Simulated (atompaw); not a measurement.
# A PAW (atompaw) potential for sulfur, from input to tests

Do these settings give a usable potential? It is generated, then checked for scattering, ghosts and hardness.

Program: atompaw 4.2.0.5. Reference atom: PBEsol, scalar-relativistic, spherical and spin-unpolarised. All values are calculated.

### Step 1. The atom and the settings

The settings as typed:

```
element                 : sulfur (S, Z = 16)
type                    : PAW
frozen core             : [Ne]
valence charge          : 6
reference configuration : 3s2 3p4
partial waves           : 3s (bound): rc 1.70 bohr; 3s channel at 0.05 Ry: rc 1.70 bohr; 3p (bound): rc 1.70 bohr; 3p channel at 1.7 Ry: rc 1.70 bohr
local potential         : troulliermartins scheme with l = 2 at 0 Ry, radius 1.25 bohr
core correction         : smooth core density matched at 1.45 bohr
augmentation charge     : sinc compensation charge, radius 1.60 bohr; PAW radius 1.70 bohr; waves and projectors: custom polynom gramschmidtortho
```

An earlier all-electron run gives the scale for the radii.

All-electron outer shells of the reference configuration (PBEsol, scalar-relativistic, ld1.x):

```tsv
shell	level (eV)	outermost node (bohr)	outermost maximum (bohr)
2s	-211.24	0.13	0.39
2p	-156.32	–	0.33
3s	-17.19	0.60	1.40
3p	-6.98	0.58	1.61
```

### Step 2. Generating the potential

The input, S.input:

```
S 16
GGA-PBESOL scalarrelativistic loggrid 1500 logderivrange -3 5 201
3 3 0 0 0 0
3 1 4
0 0 0
c
c
v
c
v
1
1.70 1.60 1.25 1.45
y
0.05
n
y
1.7
n
custom polynom gramschmidtortho sinc
2 0 troulliermartins
1.70
1.70
1.70
1.70
PWSCFOUT
UPFDX 0.0125d0 UPFXMIN -7.d0 UPFZMESH 16.d0
END
```

On the command line:

```
$ atompaw < S.input > S.log
```

**Question.** What will these runs give? Wanted: cutoffs for 10 and 1 mRy, occupied levels; bound ghosts; largest phase difference near zero energy, channels read; lowest eigenvalue of the overlap; share of valence orbitals outside the PAW sphere; UPF file.

**Answer**, as computed:

| quantity | value |
| --- | --- |
| cutoffs for 10 and 1 mRy, occupied levels | 15 Ry and 35 Ry |
| bound ghosts | s at -1262.24 eV |
| largest phase difference near zero energy, channels read | 0.000 rad |
| lowest eigenvalue of the overlap (Bessel basis) | 0.012 (s) |
| share of valence orbitals outside the PAW sphere | 3s 43 %, 3p 60 % |
| UPF file | written |

**Reading.** It has a bound ghost (s), a state that the atom doesn't have, and that rules the file out. It counts as soft on the atom at that tolerance, with 15 Ry needed at the looser tolerance. Near zero energy the phases of the channels with partial waves agree within 0.001 rad. All of this concerns the isolated atom, not yet a solid.
